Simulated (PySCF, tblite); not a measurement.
**C5H9BF−: geometry, infrared bands and NMR shifts**

Wanted: the infrared bands and NMR shifts of C5H9BF− (`[BH3-]C1=CCC[C@H]1F`), by calculation.

The runs use tblite 0.8.0 and PySCF 2.14.0, with density-fitted response routines of our own; the level of theory stands in each step. All values are computed, except where a source is named. Atoms are numbered from 0 throughout.

### 1 Starting geometry

16 atoms, charge -1, multiplicity 1; geometry from: force field or distance geometry start.

Bonds of the start (Å): B0–C1 1.59, C1–C2 1.31, C2–C3 1.50, C3–C4 1.54, C4–C5 1.53, C5–F6 1.38, C5–C1 1.49, B0–H7 1.20, B0–H8 1.19, B0–H9 1.19, C2–H10 1.09, C3–H11 1.10, C3–H12 1.12, C4–H13 1.11, C4–H14 1.11, C5–H15 1.12.

### 2 Optimising the geometry with GFN2-xTB

What the job is given:

```
{"job": {"kind": "relax", "xc": "GFN2-xTB", "basis": "xTB"}, "charge": -1, "multiplicity": 1}
B      2.207100    -0.520700    -0.209800
C      0.652600    -0.177000    -0.129800
C     -0.217700    -0.560300    -1.027200
C     -1.605100    -0.106500    -0.701600
C     -1.445000     0.692700     0.606000
C      0.028000     0.581200     0.992200
F      0.168500    -0.114800     2.178400
H      2.776800    -0.063200     0.739000
H      2.659700    -0.047200    -1.201500
H      2.345500    -1.700800    -0.224400
H      0.017900    -1.134400    -1.919100
H     -2.018900     0.512200    -1.509600
H     -2.259600    -0.998800    -0.519200
H     -1.705100     1.758400     0.414400
H     -2.109200     0.300900     1.398500
H      0.497000     1.587300     1.102300
```

Started as:

```bash
$ OMP_NUM_THREADS=1 python probes_run.py task.json out
```

This one command runs all jobs of the session in turn.

**Question.** This job is followed by: GFN2-xTB harmonic vibrations, gas phase; GIAO PBE0/pcSseg-1 NMR shielding, non-relativistic, gas phase. Predict these results of the whole session: strongest single infrared mode (GFN2-xTB); zero-point energy (GFN2-xTB); 13C shifts against TMS (PBE0/pcSseg-1); 1H shifts against TMS (PBE0/pcSseg-1, means over atoms taken as alike); 11B shifts against BF3·OEt2 (PBE0/pcSseg-1); 19F shifts against CFCl3 (PBE0/pcSseg-1).

As calculated:

| quantity | value |
| --- | --- |
| strongest single infrared mode (GFN2-xTB) | 2089 cm⁻¹, 571 km/mol |
| zero-point energy (GFN2-xTB) | 77.7 kcal/mol |
| 13C shifts against TMS (PBE0/pcSseg-1) | 180.9, 128.6, 110.3, 38.0, 37.3 ppm |
| 1H shifts against TMS (PBE0/pcSseg-1, means over atoms taken as alike) | 5.47, 5.27, 2.59, 1.85, 1.67, 1.56, 1.13 ppm |
| 11B shifts against BF3·OEt2 (PBE0/pcSseg-1) | -39.6 ppm |
| 19F shifts against CFCl3 (PBE0/pcSseg-1) | -189.8 ppm |

**Reading.** Relaxing lowered the energy by 0.260 eV in 119 steps; the close pair that moved most is B0–H8, from 1.188 to 1.226 Å. No mode is imaginary among the 42: a minimum at this level. The strongest single mode, at 2089 cm⁻¹, moves mainly H8. GFN2-xTB is a fitted tight-binding method: band positions and strengths are rough. Its intensities can rank the bands wrongly. The most deshielded hydrogen is H15 (hydrogen on an allylic sp3 CH bonded to F), at 5.47 ppm: its carbon carries F, which withdraws density. At PBE0/pcSseg-1: Shielding is most anisotropic at C1 (span 288 ppm, paramagnetic term -243 ppm).
